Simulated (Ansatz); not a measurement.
# ZnSF− (SMILES [F][Zn][S-]): functionals against CCSD(T) at one geometry

An exercise on one series of results from a longer session: the logs are not shown, and one member is left open.

Method: single points in def2-TZVPPD; program: Ansatz 0.2.0, Gaussian basis.

Correlated methods freeze the cores. The 3s and 3p shells of Cu and Zn are frozen; filled d shells are correlated.

## The system as given

3 atoms, charge -1, spin multiplicity 1.

Atoms are counted from 1 here; the program's logs count them from 0.

Bond lengths: F1–Zn2 1.858 Å, Zn2–S3 2.137 Å. Angles: F1–Zn2–S3 179.4°.

Coordinates:

```
F    -1.5759    0.8475   -0.7730
Zn   -0.0771    0.0300   -0.0411
S     1.6481   -0.8944    0.8164
```

Set-up of the first run:

File run/in.yaml:

```yaml
crystal:
  periodic: [false, false, false]
  atoms:
    - {symbol: F, position_ang: [-1.575942, 0.847450, -0.773024]}
    - {symbol: Zn, position_ang: [-0.077053, 0.030005, -0.041117]}
    - {symbol: S, position_ang: [1.648071, -0.894424, 0.816369]}
basis:
  gaussian: {orbitals: "def2-TZVPPD.json"}
total_charge: -1
hamiltonian: {xc: pbe, dispersion: d4}
output: {forces: true}
```

The basis file named in the input lies beside it (Basis Set Exchange, JSON).

The run is started by

```
> ansatz run in.yaml --threads 2 --pin off --events-out ev --progress --plain --max-ram 3481MiB
```

Steps of the session up to this table: PBE-D4/def2-TZVPPD; r2SCAN-D4/def2-TZVPPD; PBE0-D4/def2-TZVPPD; wB97M-V/def2-TZVPPD; CCSD(T)/def2-TZVPPD.

One table of the session follows, with a row left open; its other results are not shown here.

```
   method  RMS force component (eV/Å)  angle to CCSD(T) forces (°)
   PBE-D4                       0.340                         25.8
r2SCAN-D4                       0.496                         12.6
  PBE0-D4                       0.431                         11.7
  wB97M-V                           ?                            ?
  CCSD(T)                       0.361                    reference
```

Estimate the missing values for wB97M-V.

As computed: RMS force component (eV/Å): 0.432; angle to CCSD(T) forces (°): 16.1. In the column «RMS force component (eV/Å)» it lies between PBE0-D4 (0.431) and r2SCAN-D4 (0.496).
